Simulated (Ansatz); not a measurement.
# GaNH2F2 (SMILES [NH2][Ga]([F])[F]), step by step

We compute a series of 18 runs (HF/STO-3G, UHF/STO-3G, HF/3-21G, UHF/3-21G, HF/6-31G*, UHF/6-31G*, B3LYP/6-31G*, PBE/def2-SVP, and more) of F2GaH2N. 

Program for the calculation: Ansatz 0.2.0.

### 1 Starting point

GaNH2F2: 6 atoms, total charge 0, spin state singlet. SMILES: `[NH2][Ga]([F])[F]`. The coordinates come from a PBE0-D4/def2-TZVP relaxation. The run starts from this shape.

Bond lengths: N1–Ga2 1.790 Å, Ga2–F3 1.739 Å, Ga2–F4 1.739 Å, N1–H5 1.006 Å, N1–H6 1.006 Å. Angles: N1–Ga2–F3 122.4°, N1–Ga2–F4 122.4°, F3–Ga2–F4 115.1°, Ga2–N1–H5 121.0°, Ga2–N1–H6 121.0°, H5–N1–H6 112.8°.

### 2 A structure relaxation at HF/STO-3G (start density atoms) (run 1)

in.yaml reads:

```yaml
crystal:
  periodic: [false, false, false]
  atoms:
    - {symbol: "N", position_ang: [-0.297500, 0.963700, -0.172700]}
    - {symbol: Ga, position_ang: [0.284200, -0.715300, 0.042000]}
    - {symbol: F, position_ang: [1.685000, -1.101600, 0.997700]}
    - {symbol: F, position_ang: [-0.455300, -2.067700, -0.763400]}
    - {symbol: H, position_ang: [0.025100, 1.704800, 0.425700]}
    - {symbol: H, position_ang: [-1.199500, 1.152100, -0.575400]}
basis:
  gaussian:
    orbitals: STO-3G
hamiltonian:
  xc: hf
relax:
  f_tol: 0.002
output: {orbitals: {seedname: orbitals}}
```

The run is started by

```bash
ansatz run in.yaml --threads 1 --pin off --max-ram 3480MiB --events-out events.jsonl --progress --plain --runs-dir runs
```

Log:

```text
Warning: RAYON_NUM_THREADS=1 ignored (pool sized by the plan → 1); use --threads N
The last accepted step is kept in runs//last_step.txt (removed where the run ends without a failure and the disk answers)
[... 137 lines left out ...]
Total energy: -58557.57017891 eV, -2151.9510123285 hartree
[... 6 lines left out ...]
Dipole moment:    -0.168986     0.618047     0.008765 e Å
```

It took 14 s on 1 thread of Arm Neoverse V2, shared host; peak memory 0.1 GiB.

Step by step:

```tsv
step	energy from the first frame kept (eV)	largest force (eV/Å)
1	0.0000	6.6029
2	-0.8544	4.7501
3	-0.4325	16.3907
4	-1.2873	3.7205
5	-1.4230	3.8271
6	-1.5074	0.0704
7	-1.5076	0.1360
8	-1.5078	0.0025
9	-1.5078	0.0010
10	-1.5081	0.0360
11	-1.5082	0.0350
12	-1.5091	0.1569
13	-1.5110	0.2385
14	-1.5149	0.3559
15	-1.5186	0.4357
16	-1.5149	0.5004
17	-1.5235	0.0488
18	-1.5236	0.0086
19	-1.5236	0.0040
20	-1.5236	0.0005
```

After the run. Bond lengths: N1–Ga2 1.509 Å, Ga2–F3 1.638 Å, Ga2–F4 1.700 Å, N1–H5 1.011 Å, N1–H6 1.014 Å. Angles: N1–Ga2–F3 145.0°, N1–Ga2–F4 114.8°, F3–Ga2–F4 100.1°, Ga2–N1–H5 129.6°, Ga2–N1–H6 123.5°, H5–N1–H6 106.9°.

### 3 Vibrational wavenumbers at HF/STO-3G (start density atoms) (run 2)

input.yaml reads:

```yaml
crystal:
  periodic: [false, false, false]
  atoms:
    - {symbol: "N", position_ang: [-0.308996, 0.834073, -0.057493]}
    - {symbol: Ga, position_ang: [0.352220, -0.507997, 0.137242]}
    - {symbol: F, position_ang: [1.585908, -1.303781, 0.864057]}
    - {symbol: F, position_ang: [-0.395262, -1.797313, -0.680031]}
    - {symbol: H, position_ang: [-0.056256, 1.738058, 0.318493]}
    - {symbol: H, position_ang: [-1.135614, 0.972961, -0.628368]}
basis:
  gaussian:
    orbitals: STO-3G
hamiltonian:
  xc: hf
phonons:
  temperatures:
    t_min: 298.15
    t_max: 298.15
    t_step: 1
```

The run is started by

```bash
ansatz run input.yaml --threads 1 --pin off --max-ram 3480MiB --events-out events.jsonl --progress --plain --runs-dir runs
```

Log:

```text
Warning: RAYON_NUM_THREADS=1 ignored (pool sized by the plan → 1); use --threads N
[... 201 lines left out ...]
Total energy: -58557.57023465 eV, -2151.9510143769 hartree
[... 6 lines left out ...]
Dipole moment:    -0.168985     0.618045     0.008765 e Å
Vibrations: 140.37 219.01 289.77 535.22 609.92 643.36 838.07 918.71 1050.87 1996.05 4058.15 4196.96 cm⁻¹, zero-point energy 0.960657 eV
```

Wall time 15 s (1 thread of Arm Neoverse V2, shared host); peak memory 0.083 GiB.

Runs 3 to 17 aren't shown in full; the table further down has their settings and results.

### 4 The harmonic vibrations at MP2/6-31G(d) (Cartesian functions, start density atoms) (run 18)

molecule.yaml reads:

```yaml
crystal:
  periodic: [false, false, false]
  atoms:
    - {symbol: N, position_ang: [-0.284235, 0.973367, -0.193806]}
    - {symbol: Ga, position_ang: [0.286819, -0.722217, 0.042625]}
    - {symbol: F, position_ang: [1.691758, -1.099497, 1.004344]}
    - {symbol: F, position_ang: [-0.463830, -2.072403, -0.766461]}
    - {symbol: H, position_ang: [0.018698, 1.705019, 0.437143]}
    - {symbol: H, position_ang: [-1.207210, 1.151731, -0.569944]}
basis:
  gaussian:
    orbitals: "6-31G*"
correlation:
  method: mp2
phonons:
  temperatures:
    t_min: 298.15
    t_max: 298.15
    t_step: 1
```

The run is started by

```bash
ansatz run molecule.yaml --threads 1 --pin off --max-ram 3480MiB --events-out events.jsonl --progress --plain --runs-dir runs
```

Log:

```text
Warning: RAYON_NUM_THREADS=1 ignored (pool sized by the plan → 1); use --threads N
[... 26 lines left out ...]
12 core orbitals not correlated: weight in the atoms' cores, before any rotation towards them, 1.000 or more for the frozen orbitals, at most 0.000 for the correlated occupied ones
[... 86 lines left out ...]
12 core orbitals not correlated: weight in the atoms' cores, before any rotation towards them, 1.000 or more for the frozen orbitals, at most 0.000 for the correlated occupied ones
[... 86 lines left out ...]
12 core orbitals not correlated: weight in the atoms' cores, before any rotation towards them, 1.000 or more for the frozen orbitals, at most 0.000 for the correlated occupied ones
[... 83 lines left out ...]
Dipole moment:    -0.323644     0.588385     0.070703 e Å
[... 1 line left out ...]
Checks for a lower state left out: cluster_reference
```

Wall time 96 s (1 thread of Arm Neoverse V2, shared host); peak memory 0.17 GiB.

### 5 The series

```tsv
run	level	task	walk f tol	partner	energy (Eh)	dipole moment (D)	wall time
1	HF/STO-3G (start density atoms)	optimise	0.002	base	-2151.951012	3.08	14 s
2	HF/STO-3G (start density atoms)	frequencies	–	base	-2151.951014	3.08	15 s
3	UHF/STO-3G (start density atoms)	energy	–	cation	-2151.741843	–	1.4 s
4	UHF/STO-3G (start density atoms)	optimise	–	cation	-2151.769080	–	10 s
5	HF/3-21G (start density atoms)	optimise	0.002	base	-2167.143237	3.44	6.3 s
6	HF/3-21G (start density atoms)	frequencies	–	base	-2167.143237	3.44	16 s
7	UHF/3-21G (start density atoms)	energy	–	cation	-2166.806011	–	0.5 s
8	UHF/3-21G (start density atoms)	optimise	–	cation	-2166.827638	–	6 s
9	HF/6-31G* (Cartesian functions, start density atoms)	optimise	0.002	base	-2177.560129	3.20	13 s
10	HF/6-31G* (Cartesian functions, start density atoms)	frequencies	–	base	-2177.560129	3.20	45 s
11	UHF/6-31G* (Cartesian functions, start density atoms)	energy	–	cation	-2177.219426	–	1.4 s
12	UHF/6-31G* (Cartesian functions, start density atoms)	optimise	–	cation	-2177.244896	–	18 s
13	B3LYP/6-31G* (Cartesian functions, start density atoms)	optimise	0.002	base	-2180.356937	3.21	26 s
14	B3LYP/6-31G* (Cartesian functions, start density atoms)	frequencies	–	base	-2180.356937	3.21	76 s
15	PBE/def2-SVP (start density atoms)	optimise	0.002	base	-2179.602882	3.31	15 s
16	PBE/def2-SVP (start density atoms)	frequencies	–	base	-2179.602882	3.31	23 s
17	MP2/6-31G* (Cartesian functions, start density atoms)	optimise	0.002	base	-2178.319151	3.24	20 s
18	MP2/6-31G* (Cartesian functions, start density atoms)	frequencies	–	base	-2178.319151	3.24	96 s
```

### 6 Outcome

| quantity | value |
| --- | --- |
| run 18, MP2/6-31G*: total energy | -2178.31915 Eh |
| run 18, MP2/6-31G*: dipole moment (correlated density) | 3.24 D |
| run 18, MP2/6-31G*: correlation energy (12 core orbitals frozen) | -760.4 mEh |
| run 18, MP2/6-31G*: largest force on an atom | 0.001 eV/Å |
| run 18, MP2/6-31G*: lowest harmonic wavenumber | 176 cm⁻¹ |
| run 18, MP2/6-31G*: highest harmonic wavenumber | 3732 cm⁻¹ |
| run 18, MP2/6-31G*: zero-point energy | 78.9 kJ/mol |
| vertical ionisation energy (to the doublet cation), HF/STO-3G | 5.692 eV |
| vertical ionisation energy (to the doublet cation), HF/3-21G | 9.176 eV |
| vertical ionisation energy (to the doublet cation), HF/6-31G* | 9.271 eV |
| adiabatic ionisation energy (to the doublet cation, no zero-point term), HF/STO-3G | 4.951 eV |
| adiabatic ionisation energy (to the doublet cation, no zero-point term), HF/3-21G | 8.588 eV |
| adiabatic ionisation energy (to the doublet cation, no zero-point term), HF/6-31G* | 8.578 eV |

**Reading.** At HF/STO-3G: removing an electron at fixed nuclei costs 5.69 eV (131 kcal/mol). In a minimal basis such a difference can be off by several eV, whatever the method. At HF/3-21G: the vertical ionisation energy comes to 9.18 eV (212 kcal/mol). At HF/6-31G*: the vertical ionisation energy comes to 9.27 eV (214 kcal/mol). At HF/STO-3G: the adiabatic ionisation energy (to the doublet cation, no zero-point term) is 4.95 eV (478 kJ/mol). At HF/3-21G: the adiabatic ionisation energy (to the doublet cation, no zero-point term) is 8.59 eV (198 kcal/mol). Totals of different functionals can't be ranked against each other. In runs 1, 2, 3, 4 the basis is minimal, so the values are rough. All runs together took 6.7 min, the longest 96 s.
